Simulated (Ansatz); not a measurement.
# Br2H2Sn, SMILES [Br][SnH2][Br]: vertical energies of changing the electron count

With the Python package of Ansatz (0.2.0).

The cells in order, each with its output:

**Cell 1**
```python
import ansatz as az
```

**Cell 2**
```python
def energy_of(molecule, charge=0, unpaired=0):
    calc = (
        molecule.calculation()
        .basis(gaussian="def2-SVP")
        .functional("PBE", dispersion="d3bj")
        .accuracy("high")
    )
    if charge:
        calc = calc.charge(charge)
    if unpaired:
        calc = calc.spin("collinear", total=unpaired)
    report = calc.run(threads=1).report
    if report["published_state_doubts"]:
        print("  doubts:", report["published_state_doubts"])
    return report["free_energy_ev"]
```

**Cell 3**
```python
GEOMETRY = """
Br   -2.13250    0.48610   -0.91350
Sn    0.04930    0.06810    0.14360
Br    1.26050   -1.65210   -1.22370
H    -0.11730   -0.51870    1.76720
H     0.98990    1.54290    0.18500
"""
```

**Cell 4**
```python
molecule = az.Crystal.molecule()
for line in GEOMETRY.strip().splitlines():
    symbol, *xyz = line.split()
    molecule = molecule.atom(symbol, [float(v) for v in xyz])
```

**Cell 5**
```python
parent = energy_of(molecule, 0, 0)
cation = energy_of(molecule, 1, 1)
print(f"E(N)   = {parent:.5f} eV")
print(f"E(N-1) = {cation:.5f} eV  (1 unpaired)")
print(f"vertical ionisation energy {cation - parent:.3f} eV")
```
Output:
```text
E(N)   = -145920.49652 eV
E(N-1) = -145910.68446 eV  (1 unpaired)
vertical ionisation energy 9.812 eV
```

At this unrelaxed geometry removing an electron costs 9.81 eV.

These settings explore the input space; basis and method may be short of convergence. The geometry is a force-field or estimated start, not a minimum of this method, and the basis set is short of its limit. All parts are taken at fixed geometry, without zero-point energy. At an unrelaxed start these energies can be a whole eV from those at the minimum, and a small affinity can change sign. def2 sets replace the cores of elements past krypton by effective core potentials. It ran for 42 s on 1 thread of Arm Neoverse V1 (shared host), peak memory 0.39 GiB.
